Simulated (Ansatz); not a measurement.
**TiO: a tetragonal deformation path**

The task, for TiO: look for other minima along a tetragonal path.

Method: DFT PBEsol, scalar-relativistic, plane waves, PAW, in Ansatz 0.2.0.

1 further run of the same task is left out (set aside as unsound or not needed).

### Step 1. The system as given

Symmetry: Pm-3m, No. 221, cubic system. Conventional cell: a = 4.034 Å, b = 4.034 Å, c = 4.034 Å, α = 90.00°, β = 90.00°, γ = 90.00°. Around Ti (site symmetry 4/mmm) lie 4 O at 2.02 Å. O (site symmetry 4/mmm) has 4 Ti at 2.02 Å as nearest neighbours.

Coordinates:

```
Ti O
1.0
     4.03351    0.00000    0.00000
     0.00000    4.03351    0.00000
     0.00000    0.00000    4.03351
Ti O
3 3
Direct
  0.50000 0.50000 0.00000
  0.00000 0.50000 0.50000
  0.50000 0.00000 0.50000
  0.00000 0.50000 0.00000
  0.50000 0.00000 0.00000
  0.00000 0.00000 0.50000
```

It goes back to an entry of the Materials Project, which need not be the stable form.

This cell was relaxed beforehand with the same method: volume 10.94 Å³/atom, gap on the mesh none (metal).

### Step 2. Zero of the scan

Contents of input.yaml:

```yaml
crystal:
  lattice:
    - [4.0335084229, 0.0, 0.0]
    - [0.0, 4.0335084229, 0.0]
    - [0.0, 0.0, 4.0335084229]
  atoms:
    - { symbol: Ti, position: [0.5, 0.5, 0.0] }
    - { symbol: Ti, position: [0.0, 0.5, 0.5] }
    - { symbol: Ti, position: [0.5, 0.0, 0.5] }
    - { symbol: O, position: [0.0, 0.5, 0.0] }
    - { symbol: O, position: [0.5, 0.0, 0.0] }
    - { symbol: O, position: [0.0, 0.0, 0.5] }
basis:
  ecutwfc: 420
kpoints:
  mp_grid: { grid: [14, 14, 14] }
hamiltonian:
  xc: pbesol
scf:
  occupations: { method: gaussian, width: 0.15 }
output:
  forces: true
  stress: true
  eigenvalues: true
```

Started as:

```sh
ansatz run input.yaml --threads 1 --pin off --max-ram 2560MiB --backend cpu --events-out ev --progress --plain --runs-dir out
```

### Step 3. Setting up a tetragonal deformation path

At fixed volume and fractional coordinates, lengths along (0.000, 0.000, 1.000) are scaled against those across it; ρ is that ratio over its starting value.

### Step 4. ρ = 0.707

Changes to input.yaml since step 2:

```diff
@@ -2,5 +2,5 @@
   lattice:
-    - [4.0335084229, 0.0, 0.0]
-    - [0.0, 4.0335084229, 0.0]
-    - [0.0, 0.0, 4.0335084229]
+    - [4.5276880486, 0.0, 0.0]
+    - [0.0, 4.5276880486, 0.0]
+    - [0.0, 0.0, 3.2010754503]
   atoms:
```

### Step 5. ρ = 1.414

Changes to input.yaml since step 4:

```diff
@@ -2,5 +2,5 @@
   lattice:
-    - [4.5276880486, 0.0, 0.0]
-    - [0.0, 4.5276880486, 0.0]
-    - [0.0, 0.0, 3.2010754503]
+    - [3.5936283856, 0.0, 0.0]
+    - [0.0, 3.5936283856, 0.0]
+    - [0.0, 0.0, 5.0813905373]
   atoms:
@@ -24 +24,5 @@
   eigenvalues: true
+  write_density: true
+  write_potential: true
+  elf: true
+  volumetric_format: npy
```

### Step 6. Point ρ = 0.850

Changes to input.yaml since step 5:

```diff
@@ -2,5 +2,5 @@
   lattice:
-    - [3.5936283856, 0.0, 0.0]
-    - [0.0, 3.5936283856, 0.0]
-    - [0.0, 0.0, 5.0813905373]
+    - [4.2580425106, 0.0, 0.0]
+    - [0.0, 4.2580425106, 0.0]
+    - [0.0, 0.0, 3.619336134]
   atoms:
@@ -24,5 +24 @@
   eigenvalues: true
-  write_density: true
-  write_potential: true
-  elf: true
-  volumetric_format: npy
```

### Step 7. Point ρ = 1.200

Changes to input.yaml since step 6:

```diff
@@ -2,5 +2,5 @@
   lattice:
-    - [4.2580425106, 0.0, 0.0]
-    - [0.0, 4.2580425106, 0.0]
-    - [0.0, 0.0, 3.619336134]
+    - [3.7956767487, 0.0, 0.0]
+    - [0.0, 3.7956767487, 0.0]
+    - [0.0, 0.0, 4.5548120985]
   atoms:
```

### Step 8. At ρ = 0.780

Changes to input.yaml since step 7:

```diff
@@ -2,5 +2,5 @@
   lattice:
-    - [3.7956767487, 0.0, 0.0]
-    - [0.0, 3.7956767487, 0.0]
-    - [0.0, 0.0, 4.5548120985]
+    - [4.3817887294, 0.0, 0.0]
+    - [0.0, 4.3817887294, 0.0]
+    - [0.0, 0.0, 3.4177952089]
   atoms:
```

### Step 9. Point ρ = 1.300

Changes to input.yaml since step 8:

```diff
@@ -2,5 +2,5 @@
   lattice:
-    - [4.3817887294, 0.0, 0.0]
-    - [0.0, 4.3817887294, 0.0]
-    - [0.0, 0.0, 3.4177952089]
+    - [3.6957437468, 0.0, 0.0]
+    - [0.0, 3.6957437468, 0.0]
+    - [0.0, 0.0, 4.8044668709]
   atoms:
```

### Step 10. At ρ = 0.920

Changes to input.yaml since step 9:

```diff
@@ -2,5 +2,5 @@
   lattice:
-    - [3.6957437468, 0.0, 0.0]
-    - [0.0, 3.6957437468, 0.0]
-    - [0.0, 0.0, 4.8044668709]
+    - [4.1471877058, 0.0, 0.0]
+    - [0.0, 4.1471877058, 0.0]
+    - [0.0, 0.0, 3.8154126893]
   atoms:
```

### Step 11. Point ρ = 1.100

Changes to input.yaml since step 10:

```diff
@@ -2,5 +2,5 @@
   lattice:
-    - [4.1471877058, 0.0, 0.0]
-    - [0.0, 4.1471877058, 0.0]
-    - [0.0, 0.0, 3.8154126893]
+    - [3.9073778159, 0.0, 0.0]
+    - [0.0, 3.9073778159, 0.0]
+    - [0.0, 0.0, 4.2981155975]
   atoms:
```

### Step 12. Point ρ = 0.650

Changes to input.yaml since step 11:

```diff
@@ -2,5 +2,5 @@
   lattice:
-    - [3.9073778159, 0.0, 0.0]
-    - [0.0, 3.9073778159, 0.0]
-    - [0.0, 0.0, 4.2981155975]
+    - [4.6563453416, 0.0, 0.0]
+    - [0.0, 4.6563453416, 0.0]
+    - [0.0, 0.0, 3.0266244721]
   atoms:
```

(Steps that only read results are left out.)

Q: Predict the outcome of this session. Wanted: highest point.

The runs gave:

```
     quantity                         value
highest point  2543.4 meV/atom at ρ = 0.650
```

**Reading.** The undisturbed cell stays the lowest of the sampled points. No sampled point inside the path is a dip, apart from those named. The final runs have no spin polarisation, so no magnetic state was tried and one may lie lower.
